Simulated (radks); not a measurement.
# O⁺ in 1s1.75 2s2 2p3 3s0.25: an all-electron calculation

The task here is to estimate one member of a computed series from the others.

Method: non-relativistic Kohn-Sham, exchange-only r2SCAN, spin-unpolarised, spherical densities, point nucleus. Code: radks (a radial shooting solver on a logarithmic mesh, Libxc functionals) version 1.

## The system

| Quantity | Value |
| --- | --- |
| element | oxygen (Z = 8) |
| charge | +1 |
| electrons | 7 |
| configuration | 1s1.75 2s2 2p3 3s0.25 |

The first run:

Input:

```text
Z 8
configuration 1s1.75 2s2 2p3 3s0.25
relativity non-relativistic
functional r2scan,
spin unpolarised
nucleus point
```

One of the session's tables, all rows but one given; the rest of the session is left out.

It belongs to the step «Shells». Radial moments (bohr):

| level | <r> | outermost maximum (interpolated) | 90 % within | nodes |
| --- | --- | --- | --- | --- |
| 1s | 0.1974 | 0.129 | 0.353 | 0 |
| 2s | 1.051 | 0.834 | 1.66 | 1 |
| 2p | ? | ? | ? | ? |
| 3s | 4.229 | 3.62 | 6.31 | 2 |

Estimate the missing values for 2p.

**Answer.** <r>: 1.055; outermost maximum (interpolated): 0.756; 90 % within: 1.78; nodes: 0. In the column «<r>» it lies between 2s (1.051) and 3s (4.229).
